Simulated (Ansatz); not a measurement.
# Mg2OsS6: forces, levels, charges and fields

One self-consistent run on Mg2OsS6 (a disordered cell), nothing relaxed, to see gap or metal, charges, bonding, and the stress on the cell.

Method: DFT, PBE, no spin polarisation, plane waves, PAW, in Ansatz 0.2.0.

### Step 1. The structure

Cell: a = 5.429 Å, b = 4.665 Å, c = 3.940 Å, α = 84.86°, β = 91.26°, γ = 99.71°. First neighbours, in Å of the first eight atoms: S1: 7 S at 2.07 to 2.37, 3 Mg at 2.30 to 2.78; S2: 5 S at 2.04 to 2.33, 2 Mg at 2.26 to 2.27, 1 Os at 2.28; S3: 6 S at 2.07 to 2.71, 2 Mg at 2.27 to 2.54, 2 Os at 2.30 to 2.60; S4: 3 S at 2.06 to 2.25, 2 Mg at 2.26 to 2.46, 2 Os at 2.30 to 2.38; S5: 6 S at 2.04 to 2.30, 2 Mg at 2.26 to 2.33, 1 Os at 2.28; S6: 4 S at 2.04 to 2.37, 3 Mg at 2.26 to 2.38, 1 Os at 2.26; Mg7: 7 S at 2.26 to 2.70, 1 Os at 2.67; Mg8: 6 S at 2.26 to 2.46, 2 Os at 2.36 to 2.39.

Coordinates:

```cif
data_structure
_symmetry_space_group_name_H-M 'P 1'
_symmetry_Int_Tables_number 1
_cell_length_a 5.4290
_cell_length_b 4.6647
_cell_length_c 3.9398
_cell_angle_alpha 84.864
_cell_angle_beta 91.257
_cell_angle_gamma 99.710
_cell_volume 97.95
loop_
_atom_site_label
_atom_site_type_symbol
_atom_site_fract_x
_atom_site_fract_y
_atom_site_fract_z
_atom_site_occupancy
S1 S 0.87596 0.23806 0.56205 1
S2 S 0.77877 0.04151 0.11654 1
S3 S 0.23541 0.46940 0.51054 1
S4 S 0.51799 0.00722 0.49584 1
S5 S 0.06607 0.38381 0.04602 1
S6 S 0.13502 0.98962 0.25935 1
Mg1 Mg 0.96042 0.78615 0.75813 1
Mg2 Mg 0.45448 0.26426 0.93692 1
Os1 Os 0.40800 0.74393 0.03298 1
```

Its first density is an earlier solution for the same cell, read from a checkpoint.

### Step 2. The run

The input, input.yaml:

```yaml
crystal:
  lattice:
    - [5.41004, 0.053794, -0.449678]
    - [-0.816564, 4.58722, 0.223328]
    - [0.237593, 0.209766, 3.927075]
  atoms:
    - { symbol: S, position: [0.875961, 0.238056, 0.562054] }
    - { symbol: S, position: [0.778774, 0.041514, 0.116539] }
    - { symbol: S, position: [0.235413, 0.469401, 0.510541] }
    - { symbol: S, position: [0.51799, 0.007221, 0.495837] }
    - { symbol: S, position: [0.066072, 0.383809, 0.046017] }
    - { symbol: S, position: [0.135021, 0.989621, 0.259351] }
    - { symbol: Mg, position: [0.960419, 0.786147, 0.758134] }
    - { symbol: Mg, position: [0.454478, 0.26426, 0.936921] }
    - { symbol: Os, position: [0.408003, 0.743931, 0.032984] }
kpoints:
  mp_grid: { grid: [4, 4, 5], shift: [0.5, 0.0, 0.5] }
magnetization:
  spin_polarized: false
scf:
  occupations: { method: fermi_dirac }
  lower_state_search: "off"
  max_iter: 200
hamiltonian:
  pseudopotentials: { kind: paw }
  xc: pbe
basis:
  ecutwfc: 420
  fft_grid_basis: typed
output:
  forces: true
  stress: true
  eigenvalues: true
  populations: true
  elf: true
  write_potential: true
  volumetric_format: npy
  dos:
    e_range: [-12, 8]
    de: 0.05
    projected: { site_lists: { Mg: [Mg], Os: [Os], S: [S] } }
checkpoint:
  read: saved_state
```

Command:

```sh
ansatz run input.yaml --threads 2 --pin off --max-ram 2560MiB --backend cpu --events-out ev --progress --plain --runs-dir out
```

Before running it: what results should come out? Wanted: largest force; pressure; character.

As calculated:

| quantity | value |
| --- | --- |
| largest force | 5.886 eV/Å on S5 |
| pressure | 112.9 GPa |
| formation energy (elements from separate runs) | 2.21 eV/atom |
| character | metal |
| density of states, mean within 0.25 eV of the Fermi level | 2.8 per eV per cell |

What this shows: The cell is metallic; within 0.25 eV of the Fermi level the density of states averages 2.8 per eV per cell, mostly S p (51 %) and Os d (18 %). Forces reach 5.9 eV/Å, so the geometry is far from rest and the levels are not those of the relaxed cell. Against the elements' reference phases (alpha-S8 (Fddd), Mg hcp, Os hcp; separate runs with the same functional) the formation energy is 2.21 eV per atom, so at this geometry it is not bound against them. The pressure of 112.9 GPa says the cell is too small, and unequal principal stresses would change its shape. With forces up to 5.89 eV/Å (on S5), a relaxation would move the atoms. The geometry is far from any minimum; its shortest contact is 2.04 Å.

Caveats: the k mesh is coarse for a cell without a gap; atoms or cell far from equilibrium.
